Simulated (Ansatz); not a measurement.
# B3LYP/6-31G(d) (Cartesian functions) run of GeH2Cl2O (SMILES [OH][GeH]([Cl])[Cl])

What is the vertical ionisation energy of GeH2Cl2O at B3LYP/6-31G* (Cartesian functions)? 

The results are computed with Ansatz 0.2.0.

65 further runs of the same task are left out: 1 that didn't finish, 64 set aside as unsound or not needed.

### 1 The structure to begin with

GeH2Cl2O has 6 atoms, charge 0, and is taken as a singlet. As SMILES, `[OH][GeH]([Cl])[Cl]`. The shape is that of a PBE0-D4/def2-TZVP optimisation. This is one conformer, not always the lowest.

Bond lengths: O1–Ge2 1.752 Å, Ge2–Cl3 2.137 Å, Ge2–Cl4 2.137 Å, O1–H5 0.961 Å, Ge2–H6 1.521 Å. Angles: O1–Ge2–Cl3 109.7°, O1–Ge2–Cl4 109.7°, Cl3–Ge2–Cl4 106.8°, O1–Ge2–H6 108.2°, Cl3–Ge2–H6 111.2°, Cl4–Ge2–H6 111.3°, Ge2–O1–H5 113.6°.

### 2 A single-point energy at B3LYP/6-31G(d) (Cartesian functions)

molecule.yaml reads:

```yaml
crystal:
  periodic: [false, false, false]
  atoms:
    - symbol: O
      position_ang: [-0.161000, 1.291000, -0.614200]
    - symbol: Ge
      position_ang: [-0.065400, -0.148800, 0.378900]
    - symbol: Cl
      position_ang: [1.948500, -0.862600, 0.421700]
    - symbol: Cl
      position_ang: [-1.252400, -1.700600, -0.487400]
    - symbol: H
      position_ang: [0.126400, 1.152000, -1.521000]
    - symbol: H
      position_ang: [-0.554000, 0.204900, 1.775700]
basis:
  gaussian:
    orbitals: "6-31G*"
magnetization:
  spin_polarized: false
  initial_magnetization: 0
hamiltonian:
  xc: {name: B3LYP}
accuracy: high
output: {orbitals: {seedname: orbitals}}
```

Command:

```bash
$ ansatz run molecule.yaml --threads 1 --pin off --max-ram 3480MiB --events-out events.jsonl --progress --plain --runs-dir runs
```

What it wrote:

```text
Warning: RAYON_NUM_THREADS=1 ignored (pool sized by the plan → 1); use --threads N
Functional definition: B3LYP
  name "B3LYP"
  parameter a0 = 0.2
  parameter ax = 0.72
  parameter ac = 0.81
  exchange = (1 - a0 - ax)*slater_x + ax*b88_x + a0*exact_x
  correlation = (1 - ac)*vwn_rpa_c + ac*lyp_c
1803 factors; integrals over basis functions are off by at most 4.3e-9 eV
mean field evaluation 1: about -83634.3248 eV, gradient 5.4e1 eV
mean field evaluation 2: about -83617.3948 eV, gradient 1.1e2 eV
mean field evaluation 4: about -83639.1422 eV, gradient 5.2e0 eV
mean field evaluation 8: about -83639.2729 eV, gradient 2.8e-1 eV
mean field evaluation 16: about -83639.2731 eV, gradient 1.4e-5 eV
mean field -83639.27307585 eV, -3073.6865928020 hartree, gradient 3.5e-8 eV, S^2 0.000000; 0 other end points of the search recorded, 0 dependent functions left out
reference -83639.27311487 eV, -3073.6865942360 hartree; 38, 38 occupied and 54, 54 virtual orbitals, 1803 factors
Total energy: -83639.27311487 eV, -3073.6865942360 hartree
```

Wall time 4.2 s (1 thread of AMD EPYC 9R45 (Zen 5), shared host); peak memory 0.36 GiB.

### 3 The doublet cation, same level

molecule.yaml reads:

```yaml
crystal:
  periodic: [false, false, false]
  atoms:
    - {symbol: O, position_ang: [-0.161000, 1.291000, -0.614200]}
    - {symbol: Ge, position_ang: [-0.065400, -0.148800, 0.378900]}
    - {symbol: Cl, position_ang: [1.948500, -0.862600, 0.421700]}
    - {symbol: Cl, position_ang: [-1.252400, -1.700600, -0.487400]}
    - {symbol: H, position_ang: [0.126400, 1.152000, -1.521000]}
    - {symbol: H, position_ang: [-0.554000, 0.204900, 1.775700]}
basis:
  gaussian:
    orbitals: "6-31G*"
total_charge: 1
magnetization:
  spin_polarized: true
  initial_magnetization: 1
hamiltonian:
  xc: {name: B3LYP}
accuracy: high
output: {orbitals: {seedname: orbitals}}
```

Command:

```bash
$ ansatz run molecule.yaml --threads 1 --pin off --max-ram 3480MiB --events-out events.jsonl --progress --plain --runs-dir runs
```

What it wrote (excerpt; [...] marks lines left out):

```text
Warning: RAYON_NUM_THREADS=1 ignored (pool sized by the plan → 1); use --threads N
[... 7 set-up lines as earlier in the session ...]
1802 factors; integrals over basis functions are off by at most 4.4e-9 eV
mean field evaluation 1: about -83618.0947 eV, gradient 5.2e1 eV
mean field evaluation 2: about -83525.7388 eV, gradient 1.3e2 eV
mean field evaluation 4: about -83622.0824 eV, gradient 3.2e1 eV
mean field evaluation 8: about -83627.9987 eV, gradient 1.1e0 eV
mean field evaluation 16: about -83628.0924 eV, gradient 1.9e-1 eV
mean field evaluation 32: about -83628.0935 eV, gradient 3.2e-4 eV
mean field evaluation 64: about -83627.8227 eV, gradient 3.5e0 eV
mean field -83628.09353653 eV, -3073.2757523098 hartree, gradient 6.2e-8 eV, S^2 0.755552; 7 other end points of the search recorded, 0 dependent functions left out
reference -83628.09357503 eV, -3073.2757537247 hartree; 38, 37 occupied and 54, 55 virtual orbitals, 1802 factors
Total energy: -83628.09357503 eV, -3073.2757537247 hartree
```

It took 17 s on 1 thread of AMD EPYC 9R45 (Zen 5), shared host; peak memory 0.54 GiB.

### 4 Summary of results

Level: B3LYP/6-31G* (Cartesian functions).

```
                                          quantity           value
                    singlet GeH2Cl2O: total energy  -3073.68659 Eh
                     singlet GeH2Cl2O: HOMO energy        -8.81 eV
                     singlet GeH2Cl2O: LUMO energy        -1.08 eV
                   singlet GeH2Cl2O: HOMO–LUMO gap         7.73 eV
                      doublet cation: total energy  -3073.27575 Eh
doublet cation: HOMO energy (highest over α and β)       -15.02 eV
 doublet cation: LUMO energy (lowest over α and β)       -13.55 eV
                              doublet cation: ⟨S²⟩           0.756
vertical ionisation energy (to the doublet cation)       11.180 eV
```

The vertical ionisation energy comes to 11.18 eV (1079 kJ/mol). −ε(HOMO) before ionisation, 8.81 eV, is 2.37 eV below this ionisation energy.
